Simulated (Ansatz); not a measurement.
# PbF2: the cost of one run

Program: Ansatz 0.2.0. Level of theory: DFT PBE, scalar-relativistic, plane waves, PAW. These are calculated values, not measurements.

2 further runs of the same task are left out: 2 set aside as unsound or not needed.

**1. Starting point**

It takes space group Fm-3m (No. 225, cubic). Conventional cell: a = 6.000 Å, b = 6.000 Å, c = 6.000 Å, α = 90.00°, β = 90.00°, γ = 90.00°. Pb (site symmetry m-3m) has 8 F at 2.60 Å as nearest neighbours. F (site symmetry -43m) has 4 Pb at 2.60 Å as nearest neighbours.

As a file:

```cif
data_structure
_symmetry_space_group_name_H-M 'Fm-3m'
_symmetry_Int_Tables_number 225
_cell_length_a 6.0001
_cell_length_b 6.0001
_cell_length_c 6.0001
_cell_angle_alpha 90.000
_cell_angle_beta 90.000
_cell_angle_gamma 90.000
_cell_volume 216.02
loop_
_atom_site_label
_atom_site_type_symbol
_atom_site_symmetry_multiplicity
_atom_site_Wyckoff_symbol
_atom_site_fract_x
_atom_site_fract_y
_atom_site_fract_z
_atom_site_occupancy
Pb1 Pb 4 a 0.00000 0.00000 0.00000 1
F1 F 8 c 0.25000 0.75000 0.75000 1
```

This cell was relaxed beforehand with the same method: volume 18.00 Å³/atom, gap on the mesh 4.42 eV.

**2. Band edges and mean potential of the bulk**

input.yaml

```yaml
crystal:
  lattice:
    - [0.0, 3.0000716021, 3.0000716021]
    - [3.0000716021, 0.0, 3.0000716021]
    - [3.0000716021, 3.0000716021, 0.0]
  atoms:
    - { symbol: Pb, position: [0.0, 0.0, 0.0] }
    - { symbol: F, position: [0.25, 0.25, 0.25] }
    - { symbol: F, position: [0.75, 0.75, 0.75] }
basis:
  ecutwfc: 420
kpoints:
  mp_grid: { grid: [8, 8, 8] }
  band_path: { path: [VBM, CBM], npoints: 2 }
hamiltonian:
  xc: pbe
scf:
  occupations: { method: gaussian, width: 0.02 }
output:
  forces: true
  stress: true
  eigenvalues: true
  write_density: true
  write_potential: true
  elf: true
  volumetric_format: npy
```

On the command line:

```bash
> ansatz run input.yaml --threads 2 --pin off --max-ram 5632MiB --backend cpu --events-out ev --progress --plain --runs-dir out
```

**Question.** How long does this run take on 2 threads of Arm Neoverse V2, shared host, and how much memory does it need?

About 2.3 s, with a peak of 0.32 GiB.
